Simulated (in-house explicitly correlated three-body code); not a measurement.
# Two electrons around a charge of +4 under Yukawa screening of 0.02 per bohr: exact states

Aim: the lowest states of two electrons around a charge of +4 under Yukawa screening of 0.02 per bohr to near-exact accuracy, with their sizes and correlation.

Program: in-house explicitly correlated three-body code version 1. Level of theory: two electrons, non-relativistic, variational in exponentially correlated functions. These are calculated values, not measurements, unless marked.

**1. The atom as given**

- charge of the centre: +4
- mass of the centre: infinite
- interactions: Yukawa, exp(−0.02 r)/r, between all pairs
- basis: 260 functions exp(−a r1 − b r2 − g r12) a state, exponent ranges optimised
- units: hartree and bohr; relativity and QED are left out

**2. Input and results**

Settings:

```ini
Z = 4.0
screening = 0.02
interaction_strength = 1.0
functions = 260
states_tried = 13
```

On the command line:

```bash
python run_hyl.py task.json out
```

What does the calculation give? Wanted: ground-state energy; binding of the second electron; ⟨r12⟩, ⟨cos θ12⟩; resonance line 1 ¹S–2 ¹P; polarisability of the ground state.

**Answer**, as computed:

```
                          quantity                  value
               ground-state energy   -13.51610351 hartree
    binding of the second electron              152.27 eV
                  ⟨r12⟩, ⟨cos θ12⟩   0.6188 bohr, -0.0329
          resonance line 1 ¹S–2 ¹P  123.65 eV, f = 0.5511
polarisability of the ground state         0.052277 bohr³
```

**Reading.** The second electron is bound by 152.3 eV, and the mean cosine of -0.033 shows the electrons leaning only slightly to opposite sides. Exchange puts 2 ³S 3.05 eV under 2 ¹S.
